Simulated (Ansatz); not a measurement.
Write a Python script for the Ansatz DFT code, driven from Python that makes an atomisation energy of AlH5OSiSn, SMILES [OH][SnH]1[AlH][SiH2]1. Settings (for the species named): r2SCAN, def2-SVP basis, multiplicity 1.

```xyz
9

O    -2.0967   -0.8662    1.1611
Sn   -1.2229   -0.0348   -0.4148
Al    0.8763    1.4369    0.3895
Si    1.2240   -0.6602   -0.6387
H    -1.4114   -1.1036    1.7394
H    -2.1661    0.7684   -1.6615
H     1.5577    2.7330    1.1041
H     1.6321   -1.7249    0.2628
H     1.6954   -0.5949   -1.9588
```

Script `alh5osisn.py`:
```python
# -*- coding: utf-8 -*-
"""Atomisation energy of AlH5OSiSn at the given geometry."""

from collections import Counter

import ansatz as az
from ase import Atoms


def single_point(molecule, charge=0, unpaired=0):
    calc = molecule.calculation().basis(gaussian="def2-SVP").functional("r2SCAN")
    if charge:
        calc = calc.charge(charge)
    if unpaired:
        calc = calc.spin("collinear", total=unpaired)
    return calc.run(threads=1).report["free_energy_ev"]


def main():
    atoms = Atoms(["O", "Sn", "Al", "Si", "H", "H", "H", "H", "H"], positions=[
        (-2.0967, -0.8662, 1.1611),
        (-1.2229, -0.0348, -0.4148),
        (0.8763, 1.4369, 0.3895),
        (1.224, -0.6602, -0.6387),
        (-1.4114, -1.1036, 1.7394),
        (-2.1661, 0.7684, -1.6615),
        (1.5577, 2.733, 1.1041),
        (1.6321, -1.7249, 0.2628),
        (1.6954, -0.5949, -1.9588),
    ])
    mol = az.Crystal.molecule_from_ase(atoms)

    # Hund ground states
    unpaired = {"O": 2, "Sn": 2, "Al": 1, "Si": 2, "H": 1}
    counts = Counter(site.symbol for site in mol.cartesian_sites)
    atom_energy = {s: single_point(az.Crystal.molecule().atom(s, (0, 0, 0)), 0, unpaired[s]) for s in counts}
    whole = single_point(mol, 0, 0)
    for s, e in atom_energy.items():
        print(f"{s:2s} x{counts[s]}  {e:14.5f} eV")
    print(f"AlH5OSiSn: {whole:.5f} eV")
    split = sum(counts[s] * e for s, e in atom_energy.items()) - whole
    print(f"atomisation energy (no zero-point term): {96.485332 * split:.1f} kJ/mol, {split / sum(counts.values()):.3f} eV an atom")


if __name__ == "__main__":
    main()
```

```console
$ python alh5osisn.py
O  x1     -2039.86316 eV
Sn x1     -5832.10669 eV
Al x1     -6591.86592 eV
Si x1     -7870.75192 eV
H  x5       -13.58417 eV
AlH5OSiSn: -22425.81460 eV
atomisation energy (no zero-point term): 2248.7 kJ/mol, 2.590 eV an atom
```

2248.7 kJ/mol from the electronic energies, without the zero-point term.

Caveats:
- Total energies depend on the basis set; only differences at equal settings carry meaning.
- The geometry is a force-field or estimated start, not a minimum of this method, and the basis set is short of its limit. All parts are taken at fixed geometry, without zero-point energy.
- def2 sets replace the cores of elements past krypton by effective core potentials.
- The spin-orbit lowering of heavy atoms is left out.
- It ran for 13 s on 1 thread of Arm Neoverse V2, with other jobs on the host, peak memory 0.23 GiB.
